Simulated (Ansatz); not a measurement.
**Alloy of Li2S and Na2S (16 of 64 Li sites exchanged), 96 atoms**

Aim: relax the alloy cell and compare the gap by PBEsol and r²SCAN.

All numbers are computed with Ansatz 0.2.0 (PAW, plane waves).

### 1 The system as built

96 atoms (16 Na, 48 Li, 32 S); a = 11.735 Å, b = 11.735 Å, c = 11.735 Å, α = 90.00°, β = 90.00°, γ = 90.00°. All atoms were shaken off their sites by about 0.02 Å along each axis; atoms next to an added one may be pushed further to make room.

The runs, in order: (2) PBEsol cell relaxation at the single k point (¼, ¼, ¼), on 1 × NVIDIA H100 80GB HBM3 with 4 threads of AMD EPYC 7R13; (3) r²SCAN single point at the single k point (¼, ¼, ¼), on 1 × NVIDIA H100 80GB HBM3 with 4 threads of AMD EPYC 7R13.

### 2 Relaxing cell and atoms with PBEsol

in.yaml reads:

```yaml
crystal:
  lattice:
    - [11.735431, 0.000000, 0.000000]
    - [0.000000, 11.735431, 0.000000]
    - [0.000000, 0.000000, 11.735431]
  atoms:
    - { symbol: Na, position: [0.376598, 0.123982, 0.125174] }
    - { symbol: Na, position: [0.126220, 0.373634, 0.626684] }
    - { symbol: Na, position: [0.627153, 0.875661, 0.622820] }
    - { symbol: Na, position: [0.128063, 0.624543, 0.626638] }
    - { symbol: Na, position: [0.624745, 0.628341, 0.128027] }
    - { symbol: Na, position: [0.376055, 0.374653, 0.875124] }
    - { symbol: Na, position: [0.373362, 0.373129, 0.124009] }
    - { symbol: Na, position: [0.375086, 0.375077, 0.625082] }
    - { symbol: Na, position: [0.877050, 0.379580, 0.626358] }
    - { symbol: Na, position: [0.378572, 0.126529, 0.875236] }
    - { symbol: Na, position: [0.876900, 0.126930, 0.375617] }
    - { symbol: Na, position: [0.125487, 0.373667, 0.373375] }
    - { symbol: Na, position: [0.127100, 0.875451, 0.877607] }
    - { symbol: Na, position: [0.626125, 0.377490, 0.874460] }
    - { symbol: Na, position: [0.624753, 0.876014, 0.378620] }
    - { symbol: Na, position: [0.626299, 0.875030, 0.871699] }
    - { symbol: Li, position: [0.375953, 0.127818, 0.624698] }
    - { symbol: Li, position: [0.375964, 0.624131, 0.124831] }
    - { symbol: Li, position: [0.371193, 0.621786, 0.626370] }
    - { symbol: Li, position: [0.874144, 0.125730, 0.124944] }
    - { symbol: Li, position: [0.874181, 0.127244, 0.626844] }
    - { symbol: Li, position: [0.872108, 0.626590, 0.123996] }
    - { symbol: Li, position: [0.877713, 0.626218, 0.621491] }
    - { symbol: Li, position: [0.124620, 0.376852, 0.124010] }
    - { symbol: Li, position: [0.121964, 0.877846, 0.125461] }
    - { symbol: Li, position: [0.125803, 0.873468, 0.624021] }
    - { symbol: Li, position: [0.625039, 0.374006, 0.126042] }
    - { symbol: Li, position: [0.624426, 0.376772, 0.621135] }
    - { symbol: Li, position: [0.624664, 0.873252, 0.123448] }
    - { symbol: Li, position: [0.123532, 0.123592, 0.374910] }
    - { symbol: Li, position: [0.125274, 0.127489, 0.875208] }
    - { symbol: Li, position: [0.126517, 0.626773, 0.372021] }
    - { symbol: Li, position: [0.125966, 0.624107, 0.874973] }
    - { symbol: Li, position: [0.622852, 0.126329, 0.376169] }
    - { symbol: Li, position: [0.626696, 0.124339, 0.874932] }
    - { symbol: Li, position: [0.626681, 0.626470, 0.370489] }
    - { symbol: Li, position: [0.626044, 0.625194, 0.877341] }
    - { symbol: Li, position: [0.125272, 0.124284, 0.125349] }
    - { symbol: Li, position: [0.123357, 0.125637, 0.627752] }
    - { symbol: Li, position: [0.122569, 0.627870, 0.120708] }
    - { symbol: Li, position: [0.624550, 0.125428, 0.123339] }
    - { symbol: Li, position: [0.624740, 0.124982, 0.626750] }
    - { symbol: Li, position: [0.627027, 0.624281, 0.624976] }
    - { symbol: Li, position: [0.376352, 0.376668, 0.378527] }
    - { symbol: Li, position: [0.378117, 0.872657, 0.374785] }
    - { symbol: Li, position: [0.376058, 0.876418, 0.874455] }
    - { symbol: Li, position: [0.871773, 0.375054, 0.375538] }
    - { symbol: Li, position: [0.874544, 0.375311, 0.875683] }
    - { symbol: Li, position: [0.874464, 0.874848, 0.370331] }
    - { symbol: Li, position: [0.873377, 0.873698, 0.876766] }
    - { symbol: Li, position: [0.373882, 0.873221, 0.125894] }
    - { symbol: Li, position: [0.375920, 0.874624, 0.627946] }
    - { symbol: Li, position: [0.874904, 0.374189, 0.125635] }
    - { symbol: Li, position: [0.873438, 0.876661, 0.125894] }
    - { symbol: Li, position: [0.876304, 0.875264, 0.624574] }
    - { symbol: Li, position: [0.375324, 0.126585, 0.373019] }
    - { symbol: Li, position: [0.371597, 0.627659, 0.373991] }
    - { symbol: Li, position: [0.372640, 0.626805, 0.874631] }
    - { symbol: Li, position: [0.876507, 0.126788, 0.872573] }
    - { symbol: Li, position: [0.877297, 0.625343, 0.372691] }
    - { symbol: Li, position: [0.875021, 0.624354, 0.875238] }
    - { symbol: Li, position: [0.124204, 0.373679, 0.873227] }
    - { symbol: Li, position: [0.123299, 0.876312, 0.378070] }
    - { symbol: Li, position: [0.624879, 0.376318, 0.375984] }
    - { symbol: S, position: [0.001644, 0.001621, 0.000245] }
    - { symbol: S, position: [0.999571, 0.000244, 0.499232] }
    - { symbol: S, position: [0.998661, 0.501715, 0.998864] }
    - { symbol: S, position: [0.003068, 0.501611, 0.501588] }
    - { symbol: S, position: [0.498676, 0.998119, 0.996934] }
    - { symbol: S, position: [0.502710, 0.999902, 0.501714] }
    - { symbol: S, position: [0.500895, 0.501839, 0.999559] }
    - { symbol: S, position: [0.498699, 0.501038, 0.495605] }
    - { symbol: S, position: [0.243094, 0.248807, 0.996316] }
    - { symbol: S, position: [0.249353, 0.247585, 0.498573] }
    - { symbol: S, position: [0.251181, 0.749898, 0.999750] }
    - { symbol: S, position: [0.249156, 0.750763, 0.500818] }
    - { symbol: S, position: [0.755128, 0.249711, 0.999205] }
    - { symbol: S, position: [0.750078, 0.251823, 0.499552] }
    - { symbol: S, position: [0.748655, 0.750126, 0.998452] }
    - { symbol: S, position: [0.747391, 0.749082, 0.499637] }
    - { symbol: S, position: [0.247732, 0.001199, 0.250706] }
    - { symbol: S, position: [0.249693, 0.999301, 0.750720] }
    - { symbol: S, position: [0.250702, 0.502723, 0.249294] }
    - { symbol: S, position: [0.250916, 0.499986, 0.751072] }
    - { symbol: S, position: [0.751013, 0.000428, 0.252205] }
    - { symbol: S, position: [0.750831, 0.998876, 0.750506] }
    - { symbol: S, position: [0.752233, 0.499006, 0.253082] }
    - { symbol: S, position: [0.751322, 0.498035, 0.752576] }
    - { symbol: S, position: [0.000951, 0.247794, 0.250234] }
    - { symbol: S, position: [0.000415, 0.249309, 0.750716] }
    - { symbol: S, position: [0.998804, 0.748496, 0.251462] }
    - { symbol: S, position: [0.997893, 0.749906, 0.748648] }
    - { symbol: S, position: [0.498516, 0.250048, 0.251120] }
    - { symbol: S, position: [0.500563, 0.248471, 0.751884] }
    - { symbol: S, position: [0.502666, 0.750301, 0.248536] }
    - { symbol: S, position: [0.501764, 0.749573, 0.749089] }
  symmetry: { detect: false }
kpoints:
  mp_grid: { grid: [1, 1, 1], shift: [0.25, 0.25, 0.25] }
hamiltonian:
  xc: pbesol
scf:
  occupations: { method: fermi_dirac, width: 0.01 }
relax:
  f_tol: 0.03
  max_steps: 80
  escape_saddle: false
  adjacent_minimum: "off"
  cell: { fix: [shape] }
output:
  forces: true
  eigenvalues: true
  populations: true
  write_density: true
  write_potential: true
  elf: true
  volumetric_format: npy
```

Started as:

```
> ansatz run in.yaml --threads 4 --pin off --max-ram 61750MiB --runs-dir r --events-out ev --progress --plain --backend cuda --devices 0, --max-vram 37GiB
```

Further steps of the session: Single point with r²SCAN.

What does the calculation give? Wanted: for each run, top filled to lowest empty.

As calculated:

| level | time | top filled to lowest empty (eV) |
| --- | --- | --- |
| PBEsol, relaxation | 14 s (GPU) | 3.78 |
| r²SCAN | 17 s (GPU) | 4.39 |

| quantity | value |
| --- | --- |
| relaxation | 5 recorded steps, 2.97 eV gained |
| largest shift | 0.25 Å (S68) |
| relaxed cell | a = 11.814 Å, b = 11.814 Å, c = 11.814 Å, α = 90.00°, β = 90.00°, γ = 90.00° |
| mean bonds | Li–S 2.522, Na–S 2.665 Å |

Relaxation gains 2.97 eV, with shifts up to 0.25 Å (S68), while the volume changes by +2.0 %. Part of this undoes the random shake of the start. The mean lengths of the listed bonds run from Li–S 2.52 Å to Na–S 2.67 Å. With one k point the spacing samples only the states that fold onto it, so it can exceed the gap over the zone.
